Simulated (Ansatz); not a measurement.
# H4NiO4 ([Ni(OH)4]2-): the cost of one run

The runs use Ansatz 0.2.0, Gaussian basis; the settings change from run to run.

## Step 1: The relaxed structure

The structure was relaxed beforehand with PBE-D4/def2-SVPD.

9 atoms, charge -2, spin multiplicity 3.

Atoms are counted from 1 here; the program's logs count them from 0.

Bond lengths: Ni1–O2 1.971 Å, Ni1–O4 2.056 Å, Ni1–O6 2.056 Å, Ni1–O8 1.971 Å, O2–H3 0.978 Å, O4–H5 0.975 Å, O6–H7 0.976 Å, O8–H9 0.978 Å. Angles: O2–Ni1–O4 96.0°, O2–Ni1–O6 92.2°, O2–Ni1–O8 136.8°, O4–Ni1–O6 157.9°, O4–Ni1–O8 92.2°, O6–Ni1–O8 96.0°, Ni1–O2–H3 93.4°, Ni1–O4–H5 95.8°, Ni1–O6–H7 95.8°, Ni1–O8–H9 93.4°.

## Step 2: r2SCANh/def2-TZVP

Set apart from the defaults: relativity set to scalar.

Contents of in.yaml:

```yaml
crystal:
  periodic: [false, false, false]
  atoms:
    - {symbol: Ni, position_ang: [0.093825, 0.168204, -0.133689]}
    - {symbol: O, position_ang: [0.198184, 0.623599, 1.780805]}
    - {symbol: H, position_ang: [-0.654903, 1.102403, 1.773039]}
    - {symbol: O, position_ang: [2.031764, -0.496863, -0.300816]}
    - {symbol: H, position_ang: [2.245550, -0.417165, 0.647504]}
    - {symbol: O, position_ang: [-1.528680, 1.398453, -0.418037]}
    - {symbol: H, position_ang: [-2.061474, 0.745615, -0.909698]}
    - {symbol: O, position_ang: [-0.591565, -1.327882, -1.218042]}
    - {symbol: H, position_ang: [0.267300, -1.796375, -1.221056]}
basis:
  gaussian: {orbitals: def2-TZVP}
total_charge: -2
magnetization: {spin_polarized: true, initial_magnetization: 2}
hamiltonian: {xc: {name: r2SCANh}, pseudopotentials: {relativity: scalar}}
scf: {omitted_lower_state_checks: [starts]}
output: {forces: true}
```

The run is started by

```console
$ ansatz run in.yaml --threads 4 --pin off --events-out ev --progress --plain --max-ram 8704MiB
```

Q: Estimate wall time and peak memory on 4 threads of Arm Neoverse V1, shared host.

About 29 s, with a peak of 1.1 GiB.
